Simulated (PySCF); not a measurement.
# C₅H₅FN+: excited-state relaxation

Aim: compute the excited-state relaxation of C₅H₅FN+ (`Fc1cccc[nH+]1`).

Programs: PySCF 2.14.0, with routines of our own; each step states its level. All values are computed. Atoms count from 0.

### 1 The system as given

12 atoms, charge 1, multiplicity 1; geometry from: GFN2-xTB.

### 2 Geometry optimisation at B3LYP/cc-pVDZ

Job settings and geometry (Å):

```
{"job": {"xc": "B3LYP", "basis": "cc-pVDZ", "grid": 1, "kind": "geom"}, "charge": 1, "multiplicity": 1}
F      2.617871     0.259535    -0.112970
C      1.312733     0.183680    -0.058070
C      0.495325     1.298358    -0.028527
C     -0.875703     1.092459     0.029566
C     -1.385342    -0.206548     0.056703
C     -0.516267    -1.274178     0.024843
N      0.806750    -1.055869    -0.032212
H      0.933808     2.284637    -0.049885
H     -1.545290     1.939629     0.053540
H     -2.448989    -0.380455     0.103370
H     -0.853300    -2.300558     0.043220
H      1.459603    -1.841376    -0.055603
```

Launch:

```bash
$ OMP_NUM_THREADS=1 python excited_run.py task.json out
```

This one command runs all jobs of the session in turn.

The log of the run:

```text
step   0  E = -347.90255196  max force = 0.015112
step   1  E = -347.90355815  max force = 0.001829
step   2  E = -347.90356323  max force = 0.001347
step   3  E = -347.90357406  max force = 0.000851
step   4  E = -347.90357593  max force = 0.000461
step   5  E = -347.90357842  max force = 0.001888
step   6  E = -347.90358576  max force = 0.002272
step   7  E = -347.90359122  max force = 0.001694
step   8  E = -347.90359705  max force = 0.000851
step   9  E = -347.90359969  max force = 0.000125
optimisation converged
```

Run time: 1.8 min. Hardware: 1 thread of Intel Xeon at 2.50GHz, shared host; peak memory 0.55 GiB.

The steps of the relaxation:

| step | energy from step 0 (eV) | largest force component (eV/Å) |
| --- | --- | --- |
| 0 | 0.0000 | 0.7771 |
| 1 | -0.0274 | 0.0941 |
| 2 | -0.0275 | 0.0693 |
| 3 | -0.0278 | 0.0438 |
| 4 | -0.0279 | 0.0237 |
| 5 | -0.0279 | 0.0971 |
| 6 | -0.0281 | 0.1168 |
| 7 | -0.0283 | 0.0871 |
| 8 | -0.0284 | 0.0438 |
| 9 | -0.0285 | 0.0064 |

Close pairs (by a distance rule), those that changed most:

| bond | before (Å) | after (Å) | change (Å) |
| --- | --- | --- | --- |
| C5–N6 | 1.342 | 1.360 | +0.018 |
| C3–H8 | 1.080 | 1.092 | +0.012 |
| C4–H9 | 1.079 | 1.090 | +0.011 |
| C2–H7 | 1.080 | 1.090 | +0.011 |
| C3–C4 | 1.396 | 1.406 | +0.010 |
| C5–H10 | 1.080 | 1.090 | +0.009 |
| C1–N6 | 1.339 | 1.347 | +0.008 |
| C2–C3 | 1.388 | 1.395 | +0.007 |

The next job starts from the end point, and lists it.

| at the end point | value |
| --- | --- |
| point group (found at 0.08 Å tolerance) | Cs |
| rotational constants (GHz, main isotopes) | 5.648, 2.637, 1.797 |

### 3 Excited-state relaxation: TDA B3LYP/cc-pVDZ

Job settings and geometry (Å):

```
{"job": {"kind": "xopt", "state": "S1", "method": "TDA", "freq": false, "xc": "B3LYP", "basis": "cc-pVDZ", "grid": 1}, "charge": 1, "multiplicity": 1}
F      2.741116     0.177891    -0.271812
C      1.444047     0.047282    -0.161132
C      0.570475     1.119974    -0.088688
C     -0.791203     0.838739     0.023592
C     -1.248016    -0.490583     0.060874
C     -0.329933    -1.518211    -0.012915
N      0.993360    -1.221751    -0.122145
H      0.967908     2.134525    -0.121690
H     -1.505641     1.662538     0.082226
H     -2.309191    -0.722987     0.147794
H     -0.588672    -2.576765     0.009599
H      1.686294    -1.972092    -0.177378
```

With the program's defaults for keys left out, this is: TDA B3LYP/cc-pVDZ excited-state geometry optimisation, gas phase.

The log of the run:

```text
final grid: 48680 points
cycle   1  E = -347.8243194319  dE =  1.569e+00  |g| = 5.932e-01  |ddm| = 7.064e+00
cycle   2  E = -347.6550099154  dE =  1.693e-01  |g| = 1.070e+00  |ddm| = 2.314e+00
cycle   3  E = -347.9013162810  dE = -2.463e-01  |g| = 9.878e-02  |ddm| = 1.485e+00
cycle   4  E = -347.9026684314  dE = -1.352e-03  |g| = 6.157e-02  |ddm| = 2.173e-01
cycle   5  E = -347.9035764549  dE = -9.080e-04  |g| = 9.615e-03  |ddm| = 9.115e-02
cycle   6  E = -347.9035933221  dE = -1.687e-05  |g| = 4.968e-03  |ddm| = 2.009e-02
cycle   7  E = -347.9035995540  dE = -6.232e-06  |g| = 6.899e-04  |ddm| = 7.908e-03
cycle   8  E = -347.9035996600  dE = -1.060e-07  |g| = 3.019e-04  |ddm| = 1.500e-03
cycle   9  E = -347.9035996841  dE = -2.402e-08  |g| = 9.951e-05  |ddm| = 5.735e-04
cycle  10  E = -347.9035996862  dE = -2.131e-09  |g| = 1.829e-05  |ddm| = 1.678e-04
cycle  11  E = -347.9035996863  dE = -6.810e-11  |g| = 8.638e-06  |ddm| = 3.624e-05
converged SCF energy = -347.9035996863

vertical S1 at the ground-state geometry: 5.5731 eV
step    E(state)/Eh    max force   excitation/eV  root
  0    -347.69686716   0.067427     5.5740      1
  1    -347.70512731   0.004138     5.2308      1
  2    -347.70513317   0.004045     5.2077      1
  3    -347.70522454   0.001164     5.2125      1
  4    -347.70523172   0.000553     5.2213      1
  5    -347.70523134   0.001042     5.2170      1
  6    -347.70523511   0.000528     5.2167      1
  7    -347.70523708   0.000239     5.2183      1
optimisation converged
vertical emission 5.2183 eV, adiabatic 5.3977 eV, Stokes shift 0.3548 eV, reorganisation 0.1754 (excited) and 0.1795 eV (ground)
```

Wall time 3 min (1 thread of Intel Xeon at 2.50GHz, shared host); peak memory 0.62 GiB.

From this job:

| quantity | value |
| --- | --- |
| vertical absorption, S1 | 5.57 eV |
| adiabatic energy, S1 | 5.40 eV |
| vertical emission, S1 | 5.22 eV |
| Stokes shift, S1 | 0.35 eV |
| geometry moved (RMSD), S1 | 0.042 Å |

Bonds of the start that changed most:

| bond | start (Å) | end (Å) |
| --- | --- | --- |
| C2–C3 | 1.395 | 1.435 |
| N6–C1 | 1.347 | 1.386 |
| C4–C5 | 1.380 | 1.417 |
| C5–N6 | 1.361 | 1.379 |
| C3–C4 | 1.406 | 1.423 |
| C1–C2 | 1.385 | 1.400 |

### 4 Excited-state relaxation: UKS B3LYP/cc-pVDZ

The job, as its differences from that of step 3:

```diff
@@ -1,2 +1,2 @@
-{"job": {"kind": "xopt", "state": "S1", "method": "TDA", "freq": false, "xc": "B3LYP", "basis": "cc-pVDZ", "grid": 1}, "charge": 1, "multiplicity": 1}
+{"job": {"kind": "xopt", "state": "T1", "method": "UKS", "freq": false, "xc": "B3LYP", "basis": "cc-pVDZ", "grid": 1}, "charge": 1, "multiplicity": 1}
 F      2.741116     0.177891    -0.271812
```

With the program's defaults for keys left out, this is: UKS B3LYP/cc-pVDZ excited-state geometry optimisation, gas phase.

The log of the run:

```text
final grid: 48680 points
cycle   1  E = -347.8243194319  dE =  1.569e+00  |g| = 5.932e-01  |ddm| = 7.064e+00
cycle   2  E = -347.6550099154  dE =  1.693e-01  |g| = 1.070e+00  |ddm| = 2.314e+00
cycle   3  E = -347.9013162810  dE = -2.463e-01  |g| = 9.878e-02  |ddm| = 1.485e+00
cycle   4  E = -347.9026684314  dE = -1.352e-03  |g| = 6.157e-02  |ddm| = 2.173e-01
cycle   5  E = -347.9035764549  dE = -9.080e-04  |g| = 9.615e-03  |ddm| = 9.115e-02
cycle   6  E = -347.9035933221  dE = -1.687e-05  |g| = 4.968e-03  |ddm| = 2.009e-02
cycle   7  E = -347.9035995540  dE = -6.232e-06  |g| = 6.899e-04  |ddm| = 7.908e-03
cycle   8  E = -347.9035996600  dE = -1.060e-07  |g| = 3.019e-04  |ddm| = 1.500e-03
cycle   9  E = -347.9035996841  dE = -2.402e-08  |g| = 9.951e-05  |ddm| = 5.735e-04
cycle  10  E = -347.9035996862  dE = -2.131e-09  |g| = 1.829e-05  |ddm| = 1.678e-04
cycle  11  E = -347.9035996863  dE = -6.810e-11  |g| = 8.638e-06  |ddm| = 3.624e-05
converged SCF energy = -347.9035996863

vertical T1 at the ground-state geometry: 3.9097 eV
step    E(state)/Eh    max force   <S^2>
  0    -347.75871468   0.068544    2.0049
  1    -347.76824041   0.022329    2.0044
  2    -347.76952614   0.025600    2.0044
  3    -347.76067394   0.097751    2.0060
  4    -347.77116455   0.020052    2.0053
  5    -347.77213498   0.009924    2.0050
  6    -347.77229326   0.004860    2.0051
  7    -347.77229937   0.004525    2.0052
  8    -347.77237154   0.001154    2.0052
  9    -347.77237687   0.000626    2.0052
 10    -347.77237894   0.001234    2.0053
 11    -347.77238192   0.001038    2.0054
 12    -347.77238605   0.000556    2.0054
 13    -347.77238699   0.000164    2.0053
optimisation converged
vertical emission 3.1002 eV, adiabatic 3.5705 eV, Stokes shift 0.8095 eV, reorganisation 0.3392 (excited) and 0.4703 eV (ground)
```

It took 4.8 min on 1 thread of Intel Xeon at 2.50GHz, shared host; peak memory 0.63 GiB.

Key values:

| quantity | value |
| --- | --- |
| vertical gap at the ground-state geometry, T1 | 3.91 eV |
| adiabatic energy, T1 | 3.57 eV |
| vertical gap at the relaxed geometry, T1 | 3.10 eV |
| difference of the two gaps, T1 | 0.81 eV |
| geometry moved (RMSD), T1 | 0.054 Å |

Bonds of the start that changed most:

| bond | start (Å) | end (Å) |
| --- | --- | --- |
| C5–N6 | 1.361 | 1.441 |
| C4–C5 | 1.380 | 1.460 |
| C2–C3 | 1.395 | 1.454 |
| C3–C4 | 1.406 | 1.362 |
| C1–C2 | 1.385 | 1.422 |
| N6–C1 | 1.347 | 1.325 |

### 5 Results

```
                                                                 quantity                 value
                                                              point group                    Cs
                                     rotational constants (main isotopes)  5.65, 2.64, 1.80 GHz
                      vertical absorption, S1 (step 3, TDA B3LYP/cc-pVDZ)               5.57 eV
                         adiabatic energy, S1 (step 3, TDA B3LYP/cc-pVDZ)               5.40 eV
                        vertical emission, S1 (step 3, TDA B3LYP/cc-pVDZ)               5.22 eV
                             Stokes shift, S1 (step 3, TDA B3LYP/cc-pVDZ)               0.35 eV
vertical gap at the ground-state geometry, T1 (step 4, UKS B3LYP/cc-pVDZ)               3.91 eV
                         adiabatic energy, T1 (step 4, UKS B3LYP/cc-pVDZ)               3.57 eV
     vertical gap at the relaxed geometry, T1 (step 4, UKS B3LYP/cc-pVDZ)               3.10 eV
               difference of the two gaps, T1 (step 4, UKS B3LYP/cc-pVDZ)               0.81 eV
```

**Reading.** The optimisation took 9 steps and gained 0.029 eV; among the close pairs (by a distance rule), C5–N6 changed most, from 1.342 to 1.360 Å. Where no frequencies were run, the relaxed excited state may be a saddle. In step 3 (excited-state relaxation), among the bonds C2–C3 changes most, from 1.395 to 1.435 Å. In step 4 (excited-state relaxation), among the bonds C5–N6 changes most, from 1.361 to 1.441 Å. ΔSCF (UKS) and response values aren't on one footing and may follow different states, so their differences aren't method errors alone, and singlets and triplets from the two don't rank.
